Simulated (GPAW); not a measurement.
# WS (Pm-3m) in GPAW: a series of runs, part 3 of 3

GPAW 26.7.0. The steps go on from the part before.

**5. Relaxation of cell and atoms, PBEsol, target pressure 10 GPa, at which the enthalpy is minimised**

Input file run.py:

```python
from ase.filters import FrechetCellFilter
from ase.io import read, write
from ase.optimize import BFGS
from ase.units import GPa
from gpaw import GPAW, PW, setup_paths

setup_paths.insert(0, '.')

atoms = read('POSCAR')

calc = GPAW(mode=PW(600),
            xc='PBEsol',
            kpts={'size': (9, 9, 9), 'gamma': True},
            occupations={'name': 'fermi-dirac', 'width': 0.05},
            nbands=20,
            convergence={'density': 1e-05, 'forces': 0.0001},
            maxiter=150,
            txt='gpaw.txt')
atoms.calc = calc
opt = BFGS(FrechetCellFilter(atoms, scalar_pressure=10 * GPa), trajectory='relax.traj', logfile='-')
done = opt.run(fmax=0.02, steps=60)
calc.write('gs.gpw')
write('result.traj', atoms)
print('Converged:', done)
print('Cell:', atoms.cell.cellpar().round(4))
print('Volume:', round(atoms.get_volume(), 4))
print(atoms.get_scaled_positions().round(5))
```

Input file POSCAR:

```
WS
1.0
    3.0078900000      0.0000000000      0.0000000000
    0.0000000000      3.0078900000      0.0000000000
    0.0000000000      0.0000000000      3.0078900000
W S
1 1
Direct
    0.5000000000      0.5000000000      0.5000000000
    0.0000000000      0.0000000000      0.0000000000
```

Potentials or basis: PAW data sets generated in the run's folder for this functional, pw.

The run is started by

```bash
$ gpaw-setup -f PBEsol S W
$ OMP_NUM_THREADS=1 python run.py
```

gpaw.txt:

```text
__  _  _
 | _ |_)|_||  |
 |__||  | ||/\| - 26.7.0

Input parameters:
  mode=PW(ecut=600.0),
  convergence={'density': 1e-05, 'forces': 0.0001},
  kpts=MonkhorstPack(size=(9, 9, 9), gamma=True),
  maxiter=150,
  nbands=20,
  occupations=Occupations(name='fermi-dirac', width=0.05),
  xc=XC(name='PBEsol')

Diagonalizing LCAO Hamiltonian
Converting LCAO to pw mode
   .------.
  /|      |
 * |      |
 | | W    |
 | .------.
 |/      /
 S------*

Atoms  # Å, Bohr magnetons
|   | symbol |        x |        y |        z |    initial magnetic moments |
|---|--------|----------|----------|----------|-----------------------------|
| 0 |      W | 1.503945 | 1.503945 | 1.503945 | ( 0.0000,  0.0000,  0.0000) |
[... 826 lines left out ...]

Atoms  # Å, Bohr magnetons
|   | symbol |        x |         y |         z |    initial magnetic moments |
|---|--------|----------|-----------|-----------|-----------------------------|
| 0 |      W | 1.471405 |  1.471405 |  1.471405 | ( 0.0000,  0.0000,  0.0000) |
| 1 |      S | 0.000000 | -0.000000 | -0.000000 | ( 0.0000,  0.0000,  0.0000) |

Unit cell  # Å
| periodic |        x |         y |         z |  lengths |    angles |
|----------|----------|-----------|-----------|----------|-----------|
|      yes | 2.942809 |  0.000000 |  0.000000 | 2.942809 | 90.000000 |
|      yes | 0.000000 |  2.942809 | -0.000000 | 2.942809 | 90.000000 |
|      yes | 0.000000 | -0.000000 |  2.942809 | 2.942809 | 90.000000 |

Number of symmetries: 48
Symmetry operations  # r_c * U_cc + t_c -> r_c
|    | kind |            matrix            |
|----|------|------------------------------|
|  0 |  E   |  1, 0, 0,  0, 1, 0,  0, 0, 1 |
|  1 |  σ   |  1, 0, 0,  0, 1, 0,  0, 0,-1 |
|  2 |  σ   |  1, 0, 0,  0, 0, 1,  0, 1, 0 |
|  3 |  C4  |  1, 0, 0,  0, 0, 1,  0,-1, 0 |
|  4 |  C4  |  1, 0, 0,  0, 0,-1,  0, 1, 0 |
|  5 |  σ   |  1, 0, 0,  0, 0,-1,  0,-1, 0 |
|  6 |  σ   |  1, 0, 0,  0,-1, 0,  0, 0, 1 |
|  7 |  C2  |  1, 0, 0,  0,-1, 0,  0, 0,-1 |
|  8 |  σ   |  0, 1, 0,  1, 0, 0,  0, 0, 1 |
[... 230 lines left out ...]
Stress tensor  # eV/Ang^3
|         x |         y |         z |
|-----------|-----------|-----------|
| -0.062183 |  0.000000 |  0.000000 |
|  0.000000 | -0.062183 |  0.000000 |
|  0.000000 |  0.000000 | -0.062183 |

Forces  # eV/Ang
|        x |       y |       z |
|----------|---------|---------|
| -0.00000 | 0.00000 | 0.00000 |  # W    0
| -0.00000 | 0.00000 | 0.00000 |  # S    1

# Writing to gs.gpw (mode='')
```

stdout:

```text
Step          Energy          fmax
BFGS:    0      -15.033449        1.516959
BFGS:    1      -15.108529        0.798077
BFGS:    2      -15.134681        0.071605
BFGS:    3      -15.134930        0.002961
Converged: True
Cell: [ 2.9428  2.9428  2.9428 90.     90.     90.    ]
Volume: 25.4851
[[0.5 0.5 0.5]
 [0.  0.  0. ]]
```

Wall time 53 s (1 thread of Arm Neoverse V1, shared host); peak memory 0.18 GiB.

What came out:

| Quantity | Value |
| --- | --- |
| Free energy | -16.7256 eV |
| Relaxed volume | 12.74 Å³/atom |
| Relaxed cell | a = 2.943 Å, b = 2.943 Å, c = 2.943 Å, α = 90.00°, β = 90.00°, γ = 90.00° |
| Space group after relaxing (to 0.05 Å) | Pm-3m (No. 221) |
| Energy change on relaxing (the enthalpy is what falls) | +3.5 meV/atom |
| Ionic steps | 4 |
| Pressure after relaxing | 10.0 GPa |
| Band gap on the k mesh | none (metal or under the smearing width) |

The path:
```
step  energy change (eV)  largest force (eV/Å)  pressure (GPa)  volume (Å³)
   1              0.0000                0.0000           -7.86        27.21
   2             -0.0205                0.0000            0.29        26.34
   3              0.0119                0.0000           10.90        25.41
   4              0.0069                0.0000            9.96        25.49
```

Final structure:
```cif
data_structure
_symmetry_space_group_name_H-M 'P 1'
_symmetry_Int_Tables_number 1
_cell_length_a 2.9428
_cell_length_b 2.9428
_cell_length_c 2.9428
_cell_angle_alpha 90.000
_cell_angle_beta 90.000
_cell_angle_gamma 90.000
_cell_volume 25.49
loop_
_atom_site_label
_atom_site_type_symbol
_atom_site_fract_x
_atom_site_fract_y
_atom_site_fract_z
_atom_site_occupancy
W1 W 0.50000 0.50000 0.50000 1
S1 S 0.00000 0.00000 0.00000 1
```

Caveat: later steps reuse the first step's grids.

**6. Relaxation of cell and atoms, PBEsol, target pressure 20 GPa, at which the enthalpy is minimised**

Edit run.py of step 5 so:

```diff
@@ -19,3 +19,3 @@
 atoms.calc = calc
-opt = BFGS(FrechetCellFilter(atoms, scalar_pressure=10 * GPa), trajectory='relax.traj', logfile='-')
+opt = BFGS(FrechetCellFilter(atoms, scalar_pressure=20 * GPa), trajectory='relax.traj', logfile='-')
 done = opt.run(fmax=0.02, steps=60)
```

POSCAR is that of step 5.

Potentials or basis: PAW data sets generated in the run's folder for this functional, pw.

The run is started by

```bash
$ gpaw-setup -f PBEsol S W
$ OMP_NUM_THREADS=1 python run.py
```

It took 55 s on 1 thread of Arm Neoverse V1, shared host; peak memory 0.19 GiB.

The run converged. Its results:

```
Free energy                                            : -16.6565 eV
Relaxed volume                                         : 12.37 Å³/atom
Relaxed cell                                           : a = 2.914 Å, b = 2.914 Å, c = 2.914 Å, α = 90.00°, β = 90.00°, γ = 90.00°
Space group after relaxing (to 0.05 Å)                 : Pm-3m (No. 221)
Energy change on relaxing (the enthalpy is what falls) : +38.1 meV/atom
Ionic steps                                            : 4
Pressure after relaxing                                : 19.9 GPa
Band gap on the k mesh                                 : none (metal or under the smearing width)
```

The path:
```
step  energy change (eV)  largest force (eV/Å)  pressure (GPa)  volume (Å³)
   1              0.0000                0.0000           -7.86        27.21
   2             -0.0117                0.0000            5.43        25.87
   3              0.0945                0.0000           21.93        24.60
   4              0.0763                0.0000           19.90        24.74
```

Final structure:
```
CELL_PARAMETERS angstrom
2.91391 0.00000 0.00000
0.00000 2.91391 0.00000
0.00000 0.00000 2.91391
ATOMIC_POSITIONS crystal
W 0.50000 0.50000 0.50000
S 0.00000 0.00000 0.00000
```

Levels at points of the mesh, in eV from the Fermi level:
```csv
k point,band 8,band 9,band 10,band 11,band 12,band 13
"(0.00, 0.00, 0.00)",-2.83,-2.83,-2.83,1.32,1.32,1.32
```

Caveat: later steps reuse the first step's grids. The run has no spin-orbit coupling, so splittings on W are missing.

**7. Relaxation of cell and atoms, PBEsol, target pressure 30 GPa, at which the enthalpy is minimised**

Edit run.py of step 6 so:

```diff
@@ -19,3 +19,3 @@
 atoms.calc = calc
-opt = BFGS(FrechetCellFilter(atoms, scalar_pressure=20 * GPa), trajectory='relax.traj', logfile='-')
+opt = BFGS(FrechetCellFilter(atoms, scalar_pressure=30 * GPa), trajectory='relax.traj', logfile='-')
 done = opt.run(fmax=0.02, steps=60)
```

POSCAR is that of step 6.

The run is started by

```bash
$ gpaw-setup -f PBEsol S W
$ OMP_NUM_THREADS=1 python run.py
```

Run time: 55 s. Hardware: 1 thread of Arm Neoverse V1, shared host; peak memory 0.18 GiB.

It converged, with:

- Free energy: -16.5572 eV
- Relaxed volume: 12.05 Å³/atom
- Relaxed cell: a = 2.889 Å, b = 2.889 Å, c = 2.889 Å, α = 90.00°, β = 90.00°, γ = 90.00°
- Space group after relaxing (to 0.05 Å): Pm-3m (No. 221)
- Energy change on relaxing (the enthalpy is what falls): +87.9 meV/atom
- Ionic steps: 4
- Pressure after relaxing: 29.8 GPa
- Band gap on the k mesh: none (metal or under the smearing width)

Step by step:
| step | energy change (eV) | largest force (eV/Å) | pressure (GPa) | volume (Å³) |
| --- | --- | --- | --- | --- |
| 1 | 0.0000 | 0.0000 | -7.86 | 27.21 |
| 2 | 0.0125 | 0.0000 | 11.00 | 25.40 |
| 3 | 0.2144 | 0.0000 | 33.14 | 23.91 |
| 4 | 0.1758 | 0.0000 | 29.82 | 24.10 |

Final structure:
```xyz
2
Lattice="2.8886 0.0000 0.0000 0.0000 2.8886 0.0000 0.0000 0.0000 2.8886" Properties=species:S:1:pos:R:3 pbc="T T T"
W     1.4443    1.4443    1.4443
S     0.0000    0.0000    0.0000
```

Levels at points of the mesh, in eV from the Fermi level:
```
           k point  band 6  band 7  band 8  band 9  band 10  band 11  band 12  band 13  band 14  band 15
(0.00, 0.00, 0.00)   -5.42   -5.42   -2.84   -2.84    -2.84     1.35     1.35     1.35     3.97     9.80
```

Caveat: later steps reuse the first step's grids.

**8. Summary**

```tsv
cell	target pressure	gap on the mesh (eV)	pressure (GPa)
relaxed	-	none	0.2
relaxed to 2 GPa	2 GPa	none	2.0
relaxed to 5 GPa	5 GPa	none	5.0
relaxed to 10 GPa	10 GPa	none	10.0
relaxed to 20 GPa	20 GPa	none	19.9
relaxed to 30 GPa	30 GPa	none	29.8
```

Alike in all rows: task relaxation of cell and atoms; level PBEsol; potentials or basis PAW data sets generated in the run's folder for this functional, pw; no spin polarisation; k mesh 9 × 9 × 9; cutoff (eV) 600; smearing fermi-dirac 0.05 eV.

Caveats: later steps reuse the first step's grids.

Total energies depend on the potentials used, so only differences within one code and one set of settings carry meaning.
